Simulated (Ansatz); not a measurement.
TaN, space group P6/mmm: relaxations under a series of pressures, run with Ansatz's Python interface.

The script, `run_compress.py`:
```python
'''Cell of TaN under pressure.'''

import warnings

import ansatz as az
import numpy as np

def edges_and_angles(cell):
    cell = np.asarray(cell)
    a, b, c = np.linalg.norm(cell, axis=1)
    cosines = cell[1] @ cell[2] / (b * c), cell[0] @ cell[2] / (a * c), cell[0] @ cell[1] / (a * b)
    return (a, b, c, *np.degrees(np.arccos(cosines)))

warnings.simplefilter('ignore', az.DeckWarning)

tan = (
    az.Lattice.from_parameters(5.191, 5.191, 2.908, alpha=90, beta=90, gamma=120)
    .space_group(191)
    .atom('Ta', (0.0, 0.0, 0.0))
    .atom('Ta', (1 / 3, 2 / 3, 0.5))
    .atom('N', (0.5, 0.0, 0.0))
)

base = tan.calculation().functional('PBEsol').kpoints(6, 6, 9).occupations('Gaussian')

# H = F + PV, with 1 GPa A^3 = 1/160.21766 eV
rows = []
for pressure in [-2, 0, 2, 5, 10]:
    res = base.relax(cell=True, pressure=pressure).run(threads=1)
    cell = res.lattice.cell_ang
    n_atoms = len(res.lattice.sites)
    volume = abs(np.linalg.det(cell)) / n_atoms
    enthalpy = res.report['free_energy_ev'] / n_atoms + pressure * volume / 160.21766
    rows.append((pressure, volume, enthalpy, *edges_and_angles(cell)))
    print(f'{pressure} GPa done: {volume:.4f} A^3/atom')

print(' P (GPa)  V (A^3/atom)  H (eV/atom)     a       b       c')
for row in rows:
    print('{:8.1f} {:12.4f} {:14.5f} {:7.4f} {:7.4f} {:7.4f}'.format(*row[:6]))
p, v = np.array([row[0] for row in rows], float), np.array([row[1] for row in rows])
print('mean bulk modulus between rows (GPa):', np.round(-np.diff(p) / np.diff(np.log(v)), 1))
```

How far does the cell shrink over this series of pressures, and what bulk modulus does the first step imply?

The volume falls from 11.41 Å³ an atom at -2 GPa to 10.99 at 10 GPa, by 3.7 %. Between -2 and 0 GPa, -V dP/dV is about 307 GPa, a mean over that step.

What the script printed:

```console
$ python run_compress.py
-2 GPa done: 11.4102 A^3/atom
0 GPa done: 11.3361 A^3/atom
2 GPa done: 11.2624 A^3/atom
5 GPa done: 11.1543 A^3/atom
10 GPa done: 10.9873 A^3/atom
 P (GPa)  V (A^3/atom)  H (eV/atom)     a       b       c
    -2.0      11.4102    -5093.51832  5.2059  5.2059  2.9169
     0.0      11.3361    -5093.37632  5.1918  5.1918  2.9138
     2.0      11.2624    -5093.23531  5.1774  5.1774  2.9109
     5.0      11.1543    -5093.02548  5.1564  5.1564  2.9065
    10.0      10.9873    -5092.68002  5.1237  5.1237  2.8997
mean bulk modulus between rows (GPa): [307.2 306.3 311.1 331.5]
```

Notes:
- Total energies depend on the potentials; only differences at equal settings carry meaning.
- Spin is left out of this run.
- At a fixed pressure a relaxation lowers the enthalpy F + PV, while F alone can rise.
- The mesh is modest for a metal, so energies can be off by several to tens of meV an atom and pressures by half a GPa or more; differences at equal mesh fare better.
- Spin-orbit coupling, which matters for elements this heavy, is left out.
- The starting cell is as deposited in a crystallographic database; the results hold for this polymorph, which needn't be the stable one.
- Symmetry holds the cell in this phase, whether or not it is the stable one at each pressure.
- Hardware and time: 91 s on 1 thread of Arm Neoverse V2 (shared host), peak memory 0.46 GiB.
